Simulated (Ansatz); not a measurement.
# MnO2 (Pyrolusite): the cost of one run

Program: Ansatz 0.2.0. Level of theory: DFT r²SCAN, scalar-relativistic, plane waves, PAW. These are calculated values, not measurements.

**1. The structure to begin with**

The structure is tetragonal, space group P4_2/mnm (No. 136). The conventional cell has a = 4.398 Å, b = 4.398 Å, c = 2.863 Å, α = 90.00°, β = 90.00°, γ = 90.00°. Mn (site symmetry mmm) has 6 O at 1.88 to 1.90 Å as nearest neighbours. Around O (site symmetry m2m) lie 3 Mn at 1.88 to 1.90 Å.

As a file:

```cif
data_structure
_symmetry_space_group_name_H-M 'P 1'
_symmetry_Int_Tables_number 1
_cell_length_a 4.3981
_cell_length_b 4.3981
_cell_length_c 2.8632
_cell_angle_alpha 90.000
_cell_angle_beta 90.000
_cell_angle_gamma 90.000
_cell_volume 55.39
loop_
_atom_site_label
_atom_site_type_symbol
_atom_site_fract_x
_atom_site_fract_y
_atom_site_fract_z
_atom_site_occupancy
Mn1 Mn 0.00000 0.00000 0.00000 1
Mn2 Mn 0.50000 0.50000 0.50000 1
O1 O 0.30512 0.30512 0.00000 1
O2 O 0.19488 0.80512 0.50000 1
O3 O 0.69488 0.69488 0.00000 1
O4 O 0.80512 0.19488 0.50000 1
```

An earlier run at r²SCAN left this cell at 9.231 Å³/atom and -0.03 GPa (6×6×10 mesh).

**2. Antiferromagnetic, in the cell as typed**

Input file input.yaml:

```yaml
crystal:
  lattice:
    - [4.3981384358, 0.0, 0.0]
    - [0.0, 4.3981384358, 0.0]
    - [0.0, 0.0, 2.8632217649]
  atoms:
    - { symbol: Mn, position: [0.0, 0.0, 0.0], spin: 3.0 }
    - { symbol: Mn, position: [0.5, 0.5, 0.5], spin: -3.0 }
    - { symbol: O, position: [0.3051202849, 0.3051202849, 0.0] }
    - { symbol: O, position: [0.1948797151, 0.8051202849, 0.5] }
    - { symbol: O, position: [0.6948797151, 0.6948797151, 0.0] }
    - { symbol: O, position: [0.8051202849, 0.1948797151, 0.5] }
basis:
  ecutwfc: 500
  ecutrho_ratio: 4
kpoints:
  mp_grid: { grid: [6, 6, 10] }
hamiltonian:
  xc: r2scan
scf:
  occupations: { method: gaussian, width: 0.05 }
  lower_state_search: "off"
output:
  forces: true
  stress: true
  eigenvalues: true
  populations: true
magnetization:
  spin_polarized: true
```

Launch:

```bash
ansatz run input.yaml --threads 2 --pin off --max-ram 5120MiB --backend cpu --events-out ev --progress --plain --runs-dir out
```

**Question.** How long does this run take on 2 threads of Intel Xeon Platinum 8259CL at 2.50GHz (Skylake/Cascade Lake), shared host, and how much memory does it need?

About 60 s, with a peak of 0.72 GiB.
